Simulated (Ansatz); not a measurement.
# SiSn5: the cost of one run

Method: DFT PBE, scalar-relativistic, plane waves, PAW, in Ansatz 0.2.0.

### 1 The starting structure

The structure is cubic, space group F-43m (No. 216). The conventional cell has a = 8.662 Å, b = 8.662 Å, c = 8.662 Å, α = 90.00°, β = 90.00°, γ = 90.00°. Si (site symmetry -43m) is surrounded by 16 Sn at 3.59 to 3.75 Å. Sn (site symmetry -43m) has 12 Sn at 3.59 Å and 4 Si at 3.75 Å as nearest neighbours. Sn (site symmetry 3m) has 9 Sn at 3.05 to 3.59 Å and 3 Si at 3.59 Å as nearest neighbours.

Structure file:

```
Si Sn
1.0
     0.00000    4.33122    4.33122
     4.33122    0.00000    4.33122
     4.33122    4.33122    0.00000
Si Sn
1 5
Cartesian
  0.0000 0.0000 0.0000
  2.1656 2.1656 2.1656
  5.4107 3.2518 3.2518
  5.4107 5.4107 5.4107
  3.2518 3.2518 5.4107
  3.2518 5.4107 3.2518
```

A structure generator made this guess: species swapped into a database cell of Be5Pd (F-43m, No. 216), with Sn on the Be sites and Si on the Pd sites. Lengths come from tabulated atomic sizes and are only a guess.

### 2 The guess as it stands, on a coarse mesh

Input file input.yaml:

```yaml
crystal:
  lattice:
    - [0.0, 4.33121693, 4.33121693]
    - [4.33121693, 0.0, 4.33121693]
    - [4.33121693, 4.33121693, 0.0]
  atoms:
    - { symbol: Si, position: [0.0, 0.0, 0.0] }
    - { symbol: Sn, position: [0.25, 0.25, 0.25] }
    - { symbol: Sn, position: [0.12615657, 0.62461448, 0.62461448] }
    - { symbol: Sn, position: [0.62461448, 0.62461448, 0.62461448] }
    - { symbol: Sn, position: [0.62461448, 0.62461448, 0.12615657] }
    - { symbol: Sn, position: [0.62461448, 0.12615657, 0.62461448] }
basis:
  ecutwfc: 420
kpoints:
  mp_grid: { grid: [4, 4, 4] }
hamiltonian:
  xc: pbe
scf:
  occupations: { method: gaussian, width: 0.1 }
  lower_state_search: "off"
output:
  forces: true
  stress: true
  eigenvalues: true
```

Command:

```
ansatz run input.yaml --threads 1 --pin off --max-ram 2560MiB --backend cpu --events-out ev --progress --plain --runs-dir out
```

**Question.** How long does this run take on 1 thread of Arm Neoverse V2, shared host, and how much memory does it need?

About 3.6 s, with a peak of 0.36 GiB.
